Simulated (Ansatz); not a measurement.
# CdF2: the cost of one run

Program: Ansatz 0.2.0. Level of theory: DFT LDA, scalar-relativistic, plane waves, PAW. These are calculated values, not measurements.

3 further runs of the same task are left out: 1 that didn't finish, 2 set aside as unsound or not needed.

### 1 Starting point

Symmetry: Fm-3m, No. 225, cubic system. Conventional cell: a = 5.481 Å, b = 5.481 Å, c = 5.481 Å, α = 90.00°, β = 90.00°, γ = 90.00°. Around Cd (site symmetry m-3m) lie 8 F at 2.37 Å. F (site symmetry -43m) is surrounded by 4 Cd at 2.37 Å.

Coordinates:

```cif
data_structure
_symmetry_space_group_name_H-M 'P 1'
_symmetry_Int_Tables_number 1
_cell_length_a 3.8758
_cell_length_b 3.8758
_cell_length_c 3.8758
_cell_angle_alpha 60.000
_cell_angle_beta 60.000
_cell_angle_gamma 60.000
_cell_volume 41.17
loop_
_atom_site_label
_atom_site_type_symbol
_atom_site_fract_x
_atom_site_fract_y
_atom_site_fract_z
_atom_site_occupancy
Cd1 Cd 0.00000 0.00000 0.00000 1
F1 F 0.25000 0.25000 0.25000 1
F2 F 0.75000 0.75000 0.75000 1
```

It goes back to an entry of the Materials Project, which need not be the stable form.

It is the result of an earlier relaxation at this level (volume 13.72 Å³/atom; gap on the mesh: 2.92 eV).

### 2 Band edges and mean potential of the bulk

input.yaml reads:

```yaml
crystal:
  lattice:
    - [0.0, 2.6488406755, 2.6488406755]
    - [2.6488406755, 0.0, 2.6488406755]
    - [2.6488406755, 2.6488406755, 0.0]
  atoms:
    - { symbol: Cd, position: [0.0, 0.0, 0.0] }
    - { symbol: F, position: [0.25, 0.25, 0.25] }
    - { symbol: F, position: [0.75, 0.75, 0.75] }
basis:
  ecutwfc: 420
kpoints:
  mp_grid: { grid: [8, 8, 8] }
  band_path: { path: [VBM, CBM], npoints: 2 }
hamiltonian:
  xc: lda
scf:
  occupations: { method: gaussian, width: 0.02 }
output:
  forces: true
  stress: true
  eigenvalues: true
  write_density: true
  write_potential: true
  elf: true
  volumetric_format: npy
```

The run is started by

```
$ ansatz run input.yaml --threads 4 --pin off --max-ram 8192MiB --backend cpu --events-out ev --progress --plain --runs-dir out
```

**Question.** How long does this run take on 4 threads of AMD EPYC (Zen 3), shared host, and how much memory does it need?

About 2.4 s, with a peak of 0.33 GiB.
